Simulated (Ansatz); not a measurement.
## YTi in Ansatz: convergence with smearing width

The system is YTi.

```
Y Ti
1.0
     0.00000    2.71025    2.71025
     2.71025    0.00000    2.71025
     2.71025    2.71025    0.00000
Y Ti
1 1
Direct
  0.00000 0.00000 0.00000
  0.50000 0.50000 0.50000
```

The cell was built by a generator and needn't be a form met in nature.

* Program: Ansatz 0.2.0
* Task: convergence study
* Functional: PBEsol
* Potentials or basis: Ansatz PAW
* Cutoff: 420 eV (not typed: the program's choice for these potentials)
* k mesh: 7 × 7 × 7
* Occupations: fermi-dirac, width 0.3 eV
* Spin: spin-orbit coupling, no magnetisation

These are the settings of the first run; the series varies smearing width, with any setting tied to it.

Hardware: 2 threads of Arm Neoverse V2, on a shared host.

The values tried are 0.3 eV, 0.2 eV, 0.15 eV, 0.1 eV, 0.05 eV, 0.025 eV, 0.01 eV, 0.005 eV, loosest first. From which on does the pressure stay within 0.1 GPa of the tightest run that finished?

From 0.025 eV on.

```
smearing width  energy less the tightest run, at zero smearing (meV/atom)  pressure (GPa)  SCF cycles  CPU time (s)  peak memory (GiB)
        0.3 eV                                                      -6.13           15.97           7             4               0.45
        0.2 eV                                                       4.69           14.61           7             4               0.45
       0.15 eV                                                       5.34           13.93           7           3.9               0.45
        0.1 eV                                                       3.30           13.28           7           3.9               0.45
       0.05 eV                                                       0.84           12.68           7           3.9               0.45
      0.025 eV                                                       0.16           12.46           8           4.1               0.45
       0.01 eV                                                      -0.06           12.42           8           4.4               0.45
      0.005 eV                                                       0.00           12.42           8           4.3               0.45
```

Against the tightest run, the energy stays within 1 meV/atom from 0.05 eV on. Narrower smearing needs a denser k mesh, so at a fixed mesh the narrowest width isn't the most accurate. The tightest run that finished is the yardstick and may itself not be fully converged.

Caveat, for the tightest run too: the PAW data sets come from PBE, with cores solved anew for the run's functional, which leaves a small shift of forces and pressure.
